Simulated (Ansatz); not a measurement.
# TaO3: the cost of one run

Method: DFT PBEsol, scalar-relativistic, plane waves, PAW, in Ansatz 0.2.0.

1 further run of the same task is left out (set aside as unsound or not needed).

## 1. The starting structure

The structure is cubic, space group Pm-3m (No. 221). The conventional cell has a = 3.923 Å, b = 3.923 Å, c = 3.923 Å, α = 90.00°, β = 90.00°, γ = 90.00°. Around Ta (site symmetry m-3m) lie 6 O at 1.96 Å. O (site symmetry 4/mmm) has 2 Ta at 1.96 Å as nearest neighbours.

Coordinates:

```
CELL_PARAMETERS angstrom
3.92325 0.00000 0.00000
0.00000 3.92325 0.00000
0.00000 0.00000 3.92325
ATOMIC_POSITIONS crystal
Ta 0.50000 0.50000 0.50000
O 0.00000 0.50000 0.50000
O 0.50000 0.50000 0.00000
O 0.50000 0.00000 0.50000
```

It goes back to an entry of the Materials Project, which need not be the stable form.

It is the result of an earlier relaxation at this level (volume 15.10 Å³/atom; gap on the mesh: none (metal), site moments up to 0.2 μB).

## 2. Zero of energy

Reference values: F = -11490.4023 eV; pressure 0.34 GPa; largest force 0.000 eV/Å; gap on the mesh none (metal). It was computed beforehand with the settings of the runs below.

## 3. Next: energy and stress against strain

The cell is strained by ε times the Voigt pattern (0, 0, 0, 0, 0, 1) (xx, yy, zz, yz, xz, xy; engineering shear), with fractional coordinates fixed (clamped ions). The stress on the pattern is the sum of the stress components weighted by it, tension positive.

## 4. Point ε = -0.0400

File input.yaml:

```yaml
crystal:
  lattice:
    - [3.9232452427, -0.0784649049, 0.0]
    - [-0.0784649049, 3.9232452427, 0.0]
    - [0.0, 0.0, 3.9232452427]
  atoms:
    - { symbol: Ta, position: [0.5, 0.5, 0.5] }
    - { symbol: O, position: [0.0, 0.5, 0.5], spin: 0.2 }
    - { symbol: O, position: [0.5, 0.5, 0.0], spin: 0.2 }
    - { symbol: O, position: [0.5, 0.0, 0.5], spin: 0.2 }
basis:
  ecutwfc: 420
kpoints:
  mp_grid: { grid: [12, 12, 12] }
hamiltonian:
  xc: pbesol
scf:
  occupations: { method: gaussian, width: 0.15 }
output:
  forces: true
  stress: true
  eigenvalues: true
  populations: true
  write_density: true
  write_potential: true
  elf: true
  volumetric_format: npy
magnetization:
  spin_polarized: true
```

Command:

```bash
$ ansatz run input.yaml --threads 1 --pin off --max-ram 2560MiB --backend cpu --events-out ev --progress --plain --runs-dir out
```

**Question.** How long does this run take on 1 thread of Oxide Virtual Turin-like (Zen 5), shared host, and how much memory does it need?

About 42 s, with a peak of 0.78 GiB.
